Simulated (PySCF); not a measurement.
# CH4F3N2Si: the cost of one run

Computed with PySCF 2.14.0 and routines of our own; the level stands in each step. Atoms count from 0.

## 1. The starting structure

11 atoms, charge 0, multiplicity 2; geometry from: GFN2-xTB.

## 2. Open-shell or spin-flip excitations: unrestricted TDDFT CAM-B3LYP/def2-SVPD

What the job is given:

```
{"job": {"kind": "uabs", "xc": "CAM-B3LYP", "basis": "def2-SVPD", "nstates": 10, "tda": false}, "charge": 0, "multiplicity": 2}
N     -0.492062     1.174224    -1.396085
Si    -0.544226     0.537104     0.127540
N     -1.394231    -0.966541     0.207738
C      1.333468    -0.127669     0.257652
F      1.461500    -0.880986     1.361834
F      1.693498    -0.889583    -0.772499
F      2.214876     0.867910     0.361452
H     -0.584913     2.146102    -1.639690
H     -0.714940     1.137556     1.447661
H     -0.937917    -1.794876     0.555055
H     -2.029628    -1.200570    -0.536622
```

With the program's defaults for keys left out, this is: unrestricted TDDFT CAM-B3LYP/def2-SVPD, vertical, gas phase, core orbitals frozen in the response.

The run is started by

```sh
OMP_NUM_THREADS=1 python excited_run.py task.json out
```

One launch serves the whole session: the jobs run in the order shown.

**Question.** How long does this job take on 1 thread of Arm Neoverse V2, shared host, and how much memory does it need?

About 67 s, with a peak of 0.7 GiB.
